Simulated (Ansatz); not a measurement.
# CrB2 (P6/mmm): equation of state

How stiff is CrB2 (P6/mmm)? Energies and pressures are computed at volumes on both sides of the relaxed cell and fitted.

Method: DFT LDA, scalar-relativistic, plane waves, PAW, in Ansatz 0.2.0.

## Step 1: The structure to begin with

The structure is hexagonal, space group P6/mmm (No. 191). Conventional cell: a = 2.952 Å, b = 2.952 Å, c = 2.850 Å, α = 90.00°, β = 90.00°, γ = 120.00°. Around Cr (site symmetry 6/mmm) lie 12 B at 2.22 Å. B (site symmetry -6m2) is surrounded by 3 B at 1.70 Å and 6 Cr at 2.22 Å.

As a file:

```cif
data_structure
_symmetry_space_group_name_H-M 'P 1'
_symmetry_Int_Tables_number 1
_cell_length_a 2.9524
_cell_length_b 2.9524
_cell_length_c 5.6998
_cell_angle_alpha 90.000
_cell_angle_beta 90.000
_cell_angle_gamma 120.000
_cell_volume 43.03
loop_
_atom_site_label
_atom_site_type_symbol
_atom_site_fract_x
_atom_site_fract_y
_atom_site_fract_z
_atom_site_occupancy
Cr1 Cr 0.00000 0.00000 0.00000 1
B1 B 0.33333 0.66667 0.25000 1
B2 B 0.66667 0.33333 0.25000 1
Cr2 Cr 0.00000 0.00000 0.50000 1
B3 B 0.33333 0.66667 0.75000 1
B4 B 0.66667 0.33333 0.75000 1
```

An earlier run at LDA left this cell at 7.171 Å³/atom and 0.01 GPa (16×16×8 mesh). The large moments point both ways and cancel.

Volume factors to run: 0.980, 1.020, 0.960, 1.040.

## Step 2: At 0.980 of the relaxed volume

The input, input.yaml:

```yaml
crystal:
  lattice:
    - [2.9326117049, 0.0, 0.0]
    - [-1.4663058525, 2.5397162359, 0.0]
    - [0.0, 0.0, 5.6615640959]
  atoms:
    - { symbol: Cr, position: [0.0, 0.0, 0.0], spin: 0.64 }
    - { symbol: B, position: [0.3333333333, 0.6666666667, 0.2499998345] }
    - { symbol: B, position: [0.6666666667, 0.3333333333, 0.2499998345] }
    - { symbol: Cr, position: [0.0, 0.0, 0.5], spin: -0.64 }
    - { symbol: B, position: [0.3333333333, 0.6666666667, 0.7500001655] }
    - { symbol: B, position: [0.6666666667, 0.3333333333, 0.7500001655] }
basis:
  ecutwfc: 420
  ecutrho_ratio: 4
kpoints:
  mp_grid: { grid: [16, 16, 8] }
hamiltonian:
  xc: lda
scf:
  occupations: { method: gaussian, width: 0.05 }
output:
  forces: true
  stress: true
  eigenvalues: true
  populations: true
magnetization:
  spin_polarized: true
relax:
  f_tol: 0.01
  max_steps: 40
  cell: { stress_tol: 0.1, fix: [volume] }
```

Launch:

```sh
$ ansatz run input.yaml --threads 2 --pin off --max-ram 5120MiB --backend cpu --events-out ev --progress --plain --runs-dir out
```

Further steps of the session: Scaling the volume by 1.020; Volume × 0.960; At 1.040 of the relaxed volume.

Before running it: what results should come out? Wanted: V0; B0; B0′; scatter of the fit.

The runs gave:

| quantity | value |
| --- | --- |
| V0 | 7.164 Å³/atom |
| B0 | 291 GPa |
| B0′ | 4.4 |
| scatter of the fit | 0.094 meV/atom |

A third-order Birch–Murnaghan fit puts the minimum at 7.16 Å³/atom with a bulk modulus of 291 GPa, a stiff solid. One per cent of compression takes about 2.9 GPa. The moment on atom 1 grows from 0.00 to 0.75 μB on expansion. These are values at 0 K without zero-point motion.
